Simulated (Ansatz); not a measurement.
## Mg6CoBi under changes of volume

One of the cells (21.126 Å³/atom); the others are scaled copies at fixed shape and fractional positions:

```
Bi Co Mg
1.0
     4.85010    0.00000    0.00000
     0.00000    3.14980    5.53142
     0.00000   -3.14980    5.53142
Bi Co Mg
1 1 6
Direct
  0.50000 0.67109 0.67109
  0.00000 0.86466 0.86466
  0.50000 0.16978 0.16978
  0.50000 0.67590 0.14295
  0.50000 0.14295 0.67590
  0.00000 0.33244 0.33244
  0.00000 0.83715 0.30603
  0.00000 0.30603 0.83715
```

The cell comes from a database or a generator and needn't be the stable form of this composition.

| Quantity | Value |
| --- | --- |
| Program | Ansatz 0.2.0 |
| Functional | PBE |
| Potentials or basis | Ansatz PAW |
| Cutoff | 420 eV (not typed: the program's choice for these potentials) |
| k mesh | 6 × 5 × 5 |
| Occupations | fermi-dirac, width 0.05 eV |
| Spin | collinear spin, ferromagnetic start |
| Starting moments | [0.0, 2.0, 0.0, 0.0, 0.0, 0.0, 0.0, 0.0] μB |

```tsv
volume (Å³/atom)	energy over the lowest point (meV/atom)	pressure (GPa)	moment (μB per cell)	largest force (eV/Å)
19.858	17.39	3.8	0.83	0.111
20.281	8.89	2.7	0.91	0.087
20.703	3.35	1.6	0.97	0.065
21.126	?	?	?	?
21.548	0.00	-0.2	1.10	0.133
21.971	1.71	-1.0	1.16	0.180
22.393	5.39	-1.7	1.21	0.223
```

**Question.** What does the run at 21.126 Å³/atom give?

**Answer.** Energy over the lowest point 0.47 meV/atom; pressure 0.6 GPa; moment 1.04 μB per cell; largest force 0.082 eV/Å.

Worked out: A Birch-Murnaghan fit of order 3 (a polynomial in V^(-2/3)) to the other rows has its minimum at 21.42 Å³/atom with B0 = V·E''(V) = 43 GPa and B' = 4.1 at fixed shape and positions, which overstates the stiffness. It gives 0.47 meV/atom at 21.126 Å³/atom, against the run's 0.47, and -dE/dV = 0.6 GPa, against 0.6. A parabola through the other rows of the moment, of slope 0.15 μB per Å³/atom there, gives 1.04 μB, against the run's 1.04.

Energies are extrapolated to zero smearing.
